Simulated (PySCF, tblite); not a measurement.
# C4H12OSSi2: geometry, infrared bands and NMR shifts

What infrared bands and NMR shifts should C4H12OSSi2 (`CC(C)(C=O)[SiH2][SiH2]S`) show?

Computed with tblite 0.8.0 and PySCF 2.14.0, with density-fitted response routines of our own, on a single molecule in the gas phase. Atoms count from 0, in the outputs and in this text.

### 1 The molecule as given

20 atoms, charge 0, multiplicity 1; geometry from: force field or distance geometry start.

Bonds of the start (Å): C0–C1 1.52, C1–C2 1.52, C1–C3 1.47, C3–O4 1.23, C1–Si5 1.84, Si5–Si6 2.20, Si6–S7 2.15, C0–H8 1.12, C0–H9 1.11, C0–H10 1.11, C2–H11 1.10, C2–H12 1.12, C2–H13 1.12, C3–H14 1.08, Si5–H15 1.50, Si5–H16 1.48, Si6–H17 1.47, Si6–H18 1.49, S7–H19 1.42.

### 2 Optimising the geometry with GFN2-xTB

What the job is given:

```
{"job": {"kind": "relax", "xc": "GFN2-xTB", "basis": "xTB"}, "charge": 0, "multiplicity": 1}
C     -1.647600     1.199400    -0.705800
C     -0.895800    -0.046200    -0.268200
C     -1.737900    -0.666500     0.835800
C     -0.866900    -0.960700    -1.421400
O      0.190100    -1.346200    -1.909900
Si     0.736400     0.560700     0.316200
Si     2.431600    -0.826200     0.074000
S      4.225300     0.294200    -0.318600
H     -1.687000     1.937400     0.133600
H     -1.055400     1.641300    -1.540300
H     -2.672100     0.951400    -1.045600
H     -1.179200    -1.272200     1.559500
H     -2.530000    -1.319700     0.398300
H     -2.324100     0.125000     1.377300
H     -1.770400    -1.349500    -1.874600
H      0.653700     1.060600     1.733300
H      1.052300     1.779500    -0.470500
H      2.292300    -1.808500    -1.004200
H      2.725000    -1.610600     1.309000
H      4.054700     1.667600    -0.000200
```

Launch:

```
OMP_NUM_THREADS=1 python probes_run.py task.json out
```

One launch serves the whole session: the jobs run in the order shown.

**Question.** This job is followed by: GFN2-xTB harmonic vibrations, gas phase; GIAO PBE0/pcSseg-1 NMR shielding, non-relativistic, gas phase. What will the session give for the following? strongest single infrared mode (GFN2-xTB); zero-point energy (GFN2-xTB); 13C shifts against TMS (PBE0/pcSseg-1, means over atoms taken as alike); 1H shifts against TMS (PBE0/pcSseg-1, means over atoms taken as alike); 17O shifts against H2O (PBE0/pcSseg-1); 29Si shifts against TMS (PBE0/pcSseg-1); 33S shifts against CS2 (PBE0/pcSseg-1).

The runs gave:

| quantity | value |
| --- | --- |
| strongest single infrared mode (GFN2-xTB) | 648 cm⁻¹, 528 km/mol |
| zero-point energy (GFN2-xTB) | 89.7 kcal/mol |
| 13C shifts against TMS (PBE0/pcSseg-1, means over atoms taken as alike) | 225.7, 41.3, 24.8 ppm |
| 1H shifts against TMS (PBE0/pcSseg-1, means over atoms taken as alike) | 10.08, 5.22, 3.92, 1.39, -0.56 ppm |
| 17O shifts against H2O (PBE0/pcSseg-1) | 651.4 ppm |
| 29Si shifts against TMS (PBE0/pcSseg-1) | -29.2, -75.5 ppm |
| 33S shifts against CS2 (PBE0/pcSseg-1) | -245 ppm |

In words: The optimisation took 236 steps and gained 0.987 eV; among the close pairs (by a distance rule), Si5–Si6 changed most, from 2.204 to 2.322 Å. No mode is imaginary among the 54: a minimum at this level. The strongest single mode, at 648 cm⁻¹, is spread over many atoms; the largest shares are those of H16, H15. GFN2-xTB is a fitted tight-binding method: band positions and strengths are rough. Its intensities can rank the bands wrongly. C3 (aldehyde carbonyl carbon) lies farthest downfield among carbon, at 225.7 ppm; low-lying n→π* states of the double bond to the heteroatom give a large paramagnetic term (-291 ppm). H14 (hydrogen on an aldehyde carbonyl carbon) lies farthest downfield among hydrogen, at 10.08 ppm; the formyl region, downfield of aromatic protons. At PBE0/pcSseg-1: Shielding is most anisotropic at O4 (span 1206 ppm, paramagnetic term -718 ppm).
